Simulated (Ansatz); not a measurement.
**CH₄BrFGe: a ladder of functionals and wavefunction methods**

The task here is to estimate one member of a computed series from the others.

Method: functionals in def2-TZVPP, the program's frozen cores in correlated methods; program: Ansatz 0.2.0, Gaussian basis.

The runs, in order: LDA (SPW92), PBE-D4, revPBE-D4, BLYP-D4, r2SCAN-D4, B97M-V, PBE0-D4, B3LYP-D4, r2SCANh-D4, r2SCAN0-D4, HSE06-D4, BHLYP-D4, CAM-B3LYP-D4, LC-ωPBE, ωB97X-V, ωB97M-V, B2PLYP, PBE-QIDH; CCSD(T)/def2-SVP; CCSD(T)/def2-TZVPP; MP2/def2-QZVPP; extrapolation to the limit; RPA on PBE.

### The relaxed structure

An earlier PBE0-D4 in a triple-zeta def2 set relaxation fixed the geometry.

8 atoms, charge 0, spin multiplicity 1.

Atoms are counted from 1 here; the program's logs count them from 0.

Bond lengths: F1–C2 1.385 Å, C2–Ge3 1.971 Å, C2–H5 1.093 Å, C2–H6 1.093 Å, Ge3–Br4 2.313 Å, Ge3–H7 1.533 Å, Ge3–H8 1.533 Å. Angles: F1–C2–Ge3 109.5°, F1–C2–H5 108.9°, F1–C2–H6 108.9°, Ge3–C2–H5 110.2°, Ge3–C2–H6 110.2°, H5–C2–H6 109.0°, C2–Ge3–Br4 104.9°, C2–Ge3–H7 112.1°, C2–Ge3–H8 112.1°, Br4–Ge3–H7 107.6°, Br4–Ge3–H8 107.6°, H7–Ge3–H8 112.0°.

Set-up of the first run:

in.yaml reads:

```yaml
crystal:
  periodic: [false, false, false]
  atoms:
    - {symbol: F, position_ang: [-1.051637, 1.627734, 0.642493]}
    - {symbol: C, position_ang: [0.050728, 0.790845, 0.682781]}
    - {symbol: Ge, position_ang: [-0.163616, -0.642483, -0.652403]}
    - {symbol: Br, position_ang: [1.744677, -1.934952, -0.451979]}
    - {symbol: H, position_ang: [0.135518, 0.363747, 1.684995]}
    - {symbol: H, position_ang: [0.948340, 1.375839, 0.468044]}
    - {symbol: H, position_ang: [-0.205162, -0.096153, -2.084067]}
    - {symbol: H, position_ang: [-1.366749, -1.541575, -0.345864]}
basis:
  gaussian: {orbitals: def2-TZVPP}
hamiltonian: {xc: lda}
output: {orbitals: {seedname: orbitals}}
```

On the command line:

```console
$ ansatz run in.yaml --threads 4 --pin off --events-out ev --progress --plain --max-ram 10444MiB
```

Steps of the session up to this table: LDA; PBE-D4 (GGA); revPBE-D4 (GGA); BLYP-D4 (GGA); r2SCAN-D4 (meta-GGA); B97M-V (meta-GGA); PBE0-D4 (hybrid); B3LYP-D4 (hybrid); r2SCANh-D4 (hybrid); r2SCAN0-D4 (hybrid); HSE06-D4 (hybrid); BHLYP-D4 (hybrid); CAM-B3LYP-D4 (range-separated); LC-ωPBE (range-separated); ωB97X-V (range-separated); ωB97M-V (range-separated); B2PLYP (double hybrid); PBE-QIDH (double hybrid).

One of the session's tables, all rows but one given; the rest of the session is left out.

It belongs to the step «Frontier levels by functional». 

| functional | HOMO (eV) | gap (eV) |
| --- | --- | --- |
| LDA (SPW92) | -7.08 | 5.24 |
| PBE-D4 | -6.94 | 5.40 |
| revPBE-D4 | -6.88 | 5.46 |
| BLYP-D4 | -6.80 | 5.35 |
| r2SCAN-D4 | -7.27 | 6.00 |
| B97M-V | -7.38 | 6.15 |
| PBE0-D4 | ? | ? |
| B3LYP-D4 | -8.01 | 7.11 |
| r2SCANh-D4 | -7.75 | 6.80 |
| r2SCAN0-D4 | -8.47 | 7.99 |
| HSE06-D4 | -7.85 | 6.84 |
| BHLYP-D4 | -9.43 | 9.73 |
| CAM-B3LYP-D4 | -9.59 | 9.95 |
| LC-ωPBE | -10.94 | 12.53 |
| ωB97X-V | -10.59 | 12.06 |
| ωB97M-V | -10.45 | 11.72 |

Q: Estimate the row for PBE0-D4 from the others.

As computed: HOMO (eV): -8.25; gap (eV): 7.62. In the column «HOMO (eV)» it lies between r2SCAN0-D4 (-8.47) and B3LYP-D4 (-8.01).
